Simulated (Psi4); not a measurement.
# CH2GeN (SMILES N#[C][GeH2]): UMP3/def2-SVPD

What is the energy change on altering one bond length of CH2GeN at UMP3/def2-SVPD? Input form: a Python script.

The results are computed with Psi4 1.11.

1 further run of the same task is left out (set aside as unsound or not needed).

### 1 Starting point

CH2GeN: 5 atoms, total charge 0, spin state doublet. As SMILES, `N#[C][GeH2]`. Geometry: relaxed at PBE0-D4/def2-TZVP.

Bond lengths: N1–C2 1.154 Å, C2–Ge3 1.912 Å, Ge3–H4 1.534 Å, Ge3–H5 1.534 Å. Angles: N1–C2–Ge3 175.5°, C2–Ge3–H4 108.2°, C2–Ge3–H5 108.2°, H4–Ge3–H5 114.7°.

### 2 A single-point energy at UMP3/def2-SVPD

job.py reads:

```python
import psi4

psi4.set_memory(2200000000)
psi4.set_num_threads(1)
psi4.set_output_file('run.log', False)

mol = psi4.geometry("""
0 2
N      1.590700    -1.029300     1.293200
C      0.838400    -0.535900     0.570400
Ge    -0.315900     0.241400    -0.740100
H     -1.658900    -0.498000    -0.695900
H     -0.404300     1.748400    -0.468900
symmetry c1
no_reorient
no_com
""")

psi4.set_options({
    'basis': 'def2-SVPD',
    'reference': 'uhf',
    'puream': True,
    'e_convergence': 1e-09,
    'd_convergence': 1e-08,
    'scf_type': 'pk',
    'num_frozen_docc': 11,
    'maxiter': 100,
    'mp_type': 'conv',
})

e = psi4.energy('mp3')
print('E =', round(e, 9))
```

Command:

```console
python job.py
```

run.log:

```text
[...]
  Running in c1 symmetry.
[...]
  Nuclear repulsion =  137.584871191227109
[...]
  Multiplicity = 2
[...]
  Nalpha       = 24
  Nbeta        = 23
[...]
    Number of basis functions: 94
[...]
   @UHF iter   1: -2167.39103338483983   -3.70221e+00   2.25293e-02 ADIIS/DIIS
[...]
   @UHF iter  21: -2168.47406140707835   -1.63709e-11   9.94652e-09 DIIS
[...]
   @S^2 Observed:                8.030767607E-01
[...]
    Orbital Energies [Eh]
    ---------------------
    Alpha Occupied:
       1A   -405.252771     2A    -52.177853     3A    -46.281014
       4A    -46.278399     5A    -46.277777     6A    -15.593980
       7A    -11.265298     8A     -7.235463     9A     -5.216968
      10A     -5.211466    11A     -5.208995    12A     -1.687440
      13A     -1.684957    14A     -1.683193    15A     -1.680994
      16A     -1.680770    17A     -1.221690    18A     -0.814812
      19A     -0.618654    20A     -0.549647    21A     -0.533738
      22A     -0.508833    23A     -0.481896    24A     -0.367263
    Alpha Virtual:
      25A      0.063880    26A      0.091601    27A      0.102194
[...]
  @UHF Final Energy: -2168.47406140707835
   => Energetics <=
    Nuclear Repulsion Energy =            137.5848711912271085
    One-Electron Energy =               -3293.6356649335207294
    Two-Electron Energy =                 987.5767323352151834
    Total Energy =                      -2168.4740614070783522
  UHF NO Occupations:
  HONO-2 :   22  A 1.9937604
  HONO-1 :   23  A 1.9820571
[...]
 Multipole Moments:
 ------------------------------------------------------------------------------------
     Multipole            Electronic (a.u.)      Nuclear  (a.u.)        Total (a.u.)
 ------------------------------------------------------------------------------------
 L = 1.  Multiply by 2.5417464519 to convert [e a0] to [Debye]
 Dipole X            :         -8.5356453            7.5462433           -0.9894019
 Dipole Y            :          3.3865757           -2.7312212            0.6553545
 Dipole Z            :         22.3673892          -23.3819593           -1.0145701
 Magnitude           :                                                    1.5613322
[...]
	SCS-MP2 Total Energy (a.u.)        : -2168.95383803130426
	SOS-MP2 Total Energy (a.u.)        : -2168.94295170410305
[...]
	SOS-PI-MP2 Total Energy (a.u.)     : -2168.97902018848936
[...]
	MP2 Total Energy (a.u.)            : -2168.97561068570803
[...]
	SCS-MP3 Total Energy (a.u.)        : -2168.95305649273087
[...]
	MP3 Total Energy (a.u.)            : -2168.97248453141538
[...]
```

Standard output:

```text
E = -2168.972484531
```

Wall time 35 s (1 thread of Intel Xeon at 2.50GHz (Skylake/Cascade Lake), shared host); peak memory 0.65 GiB.

### 3 The distorted shape

calc.py reads:

```python
import psi4

psi4.set_memory(2200000000)
psi4.set_num_threads(1)
psi4.core.set_output_file('run.log', False)

mol = psi4.geometry("""
0 2
N      4.27495734    -1.24645390     2.40203088
C      2.85331637    -0.31406303     1.03613683
Ge     0.67200551     1.15482108    -1.44034925
H     -3.13486667    -0.94108361    -1.31506041
H      0.50495372     4.00263835    -0.92785553
units au
symmetry c1
""")

options = {'reference': 'uhf', 'puream': True, 'e_convergence': 1e-09, 'd_convergence': 1e-08, 'scf_type': 'pk', 'num_frozen_docc': 11, 'maxiter': 100, 'mp_type': 'conv'}
psi4.set_options(options)

energy_value, wavefunction = psi4.energy("mp3/def2-SVPD", return_wfn=True)
print(f'mp3/def2-SVPD energy: {energy_value:.10f} Eh')
```

Command:

```console
python calc.py
```

run.log:

```text
[...]
  Running in c1 symmetry.
[...]
  Nuclear repulsion =  133.537571411681768
[...]
  Multiplicity = 2
[...]
  Nalpha       = 24
  Nbeta        = 23
[...]
    Number of basis functions: 94
[...]
   @UHF iter   1: -2167.15849086392927   -3.78741e+00   2.27003e-02 ADIIS/DIIS
[...]
   @UHF iter  28: -2168.39076437906897   -5.45697e-12   8.80439e-09 DIIS
[...]
   @S^2 Observed:                8.535833106E-01
[...]
    Orbital Energies [Eh]
    ---------------------
    Alpha Occupied:
       1A   -405.282200     2A    -52.205791     3A    -46.308453
       4A    -46.306697     5A    -46.305568     6A    -15.605501
       7A    -11.276668     8A     -7.263247     9A     -5.243338
      10A     -5.238799    11A     -5.236467    12A     -1.713536
      13A     -1.711233    14A     -1.710232    15A     -1.708617
      16A     -1.707476    17A     -1.232579    18A     -0.813805
      19A     -0.621320    20A     -0.561079    21A     -0.517954
      22A     -0.510549    23A     -0.440501    24A     -0.352990
    Alpha Virtual:
      25A      0.013080    26A      0.078464    27A      0.090048
[...]
  @UHF Final Energy: -2168.39076437906897
   => Energetics <=
    Nuclear Repulsion Energy =            133.5375714116817676
    One-Electron Energy =               -3284.6871207948806841
    Two-Electron Energy =                 982.7587850041297770
    Total Energy =                      -2168.3907643790689690
  UHF NO Occupations:
  HONO-2 :   22  A 1.9842657
  HONO-1 :   23  A 1.9727124
[...]
 Multipole Moments:
 ------------------------------------------------------------------------------------
     Multipole            Electronic (a.u.)      Nuclear  (a.u.)        Total (a.u.)
 ------------------------------------------------------------------------------------
 L = 1.  Multiply by 2.5417464519 to convert [e a0] to [Debye]
 Dipole X            :         -1.3778842            0.8512852           -0.5265991
 Dipole Y            :          2.4461610           -1.5897365            0.8564244
 Dipole Z            :         -4.5585910            3.5882435           -0.9703475
 Magnitude           :                                                    1.3972629
[...]
	SCS-MP2 Total Energy (a.u.)        : -2168.87486724043447
	SOS-MP2 Total Energy (a.u.)        : -2168.86458266721866
[...]
	SOS-PI-MP2 Total Energy (a.u.)     : -2168.90103022784569
[...]
	MP2 Total Energy (a.u.)            : -2168.89543638686564
[...]
	SCS-MP3 Total Energy (a.u.)        : -2168.87486969614656
[...]
	MP3 Total Energy (a.u.)            : -2168.89544620971310
[...]
```

Standard output:

```text
mp3/def2-SVPD energy: -2168.8954462097 Eh
```

Wall time 34 s (1 thread of Intel Xeon at 2.50GHz (Skylake/Cascade Lake), shared host); peak memory 0.64 GiB.

### 4 What came out

At UMP3/def2-SVPD, 11 core orbitals frozen:

```
                                                                   quantity           value
                                                  first shape: total energy  -2168.97248 Eh
    first shape: HOMO energy (Hartree–Fock orbitals) (highest over α and β)        -9.99 eV
     first shape: LUMO energy (Hartree–Fock orbitals) (lowest over α and β)         0.04 eV
                  first shape: correlation energy (11 core orbitals frozen)      -498.4 mEh
                             first shape: ⟨S²⟩ of the reference determinant           0.803
                                              distorted shape: total energy  -2168.89545 Eh
distorted shape: HOMO energy (Hartree–Fock orbitals) (highest over α and β)        -9.61 eV
 distorted shape: LUMO energy (Hartree–Fock orbitals) (lowest over α and β)        -0.63 eV
              distorted shape: correlation energy (11 core orbitals frozen)      -504.7 mEh
                         distorted shape: ⟨S²⟩ of the reference determinant           0.854
         energy change with the Ge3–H4 bond stretched from 1.534 to 2.301 Å        2.096 eV
```

What this shows: With the Ge3–H4 bond stretched from 1.534 to 2.301 Å the energy rises by 2.10 eV (202 kJ/mol). The first shape isn't relaxed at this level, so the change isn't measured from a minimum. ⟨S²⟩ (distorted shape) is 0.85 where a pure doublet has 0.75: the reference is spin-contaminated.
